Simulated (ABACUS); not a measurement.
# Ba2Tl5V3O12 in ABACUS: the effect of fixed moment

The system is Ba2Tl5V3O12.

```
CELL_PARAMETERS angstrom
4.23698 2.44622 6.12840
-4.23698 2.44622 6.12840
0.00000 -4.89244 6.12840
ATOMIC_POSITIONS crystal
Ba 0.50000 0.50000 0.50000
Ba 0.00000 0.00000 0.00000
V 0.50000 0.50000 0.00000
V 0.00000 0.50000 0.50000
V 0.50000 0.00000 0.50000
Tl 0.00000 0.00000 0.50000
Tl 0.50000 0.00000 0.00000
Tl 0.00000 0.50000 0.00000
Tl 0.74045 0.74045 0.74045
Tl 0.25955 0.25955 0.25955
O 0.71652 0.08089 0.41242
O 0.41242 0.71652 0.08089
O 0.08089 0.41242 0.71652
O 0.58757 0.91911 0.28348
O 0.91911 0.28348 0.58757
O 0.28348 0.58757 0.91911
O 0.28348 0.91911 0.58757
O 0.58757 0.28348 0.91911
O 0.91911 0.58757 0.28348
O 0.41242 0.08089 0.71652
O 0.08089 0.71652 0.41242
O 0.71652 0.41242 0.08089
```

The cell was built by a generator and needn't be a form met in nature.

Alike in all runs:

```yaml
Program: ABACUS 3.10.1
Task: single point
Functional: PBE
Potentials_or_basis: PseudoDojo NC SR 0.4.1 PBE standard
Cutoff: 1361 eV
Density_cutoff: 5442 eV
Basis: DZP LCAO (the cutoffs set its grid)
k_mesh: 3 × 3 × 3
Occupations: fermi-dirac, width 0.05 eV
Spin: collinear spin, ferromagnetic start
Starting_moments: "[0.0, 0.0, 2.0, 2.0, 2.0, 0.0, 0.0, 0.0, 0.0, 0.0, 0.0, 0.0, 0.0, 0.0, 0.0, 0.0, 0.0, 0.0, 0.0, 0.0, 0.0, 0.0] μB"
```

```tsv
fixed moment	energy over the lowest run (meV/atom)	pressure (GPa)	largest force (eV/Å)
1	0.0	1.3	0.16
2	?	?	?
3.5	25.7	2.4	0.34
4.5	47.1	3.0	0.41
6	86.0	4.1	0.45
7	123.2	4.7	0.45
```

Problem. What does the run with fixed moment 2 give?

Solution. Energy over the lowest run 1.2 meV/atom; pressure 1.4 GPa; largest force 0.15 eV/Å.

Worked out: A parabola through the other rows of the energy over the lowest run, of slope 8.82 meV/atom per unit of fixed moment there, gives 6.0 meV/atom, against the run's 1.2. A parabola through the other rows of the pressure, of slope 0.443 GPa per unit of fixed moment there, gives 1.7 GPa, against the run's 1.4. A parabola through the other rows of the largest force, of slope 0.0816 eV/Å per unit of fixed moment there, gives 0.25 eV/Å, against the run's 0.15.

Caveats: the atomic orbitals were generated for these runs and aren't a published set; this release of the barium file is off; the basis of atomic orbitals isn't converged, which shifts pressures, moduli and gaps; the total moment is fixed, so each spin has its own Fermi level; the moment is held away from its start (some runs).
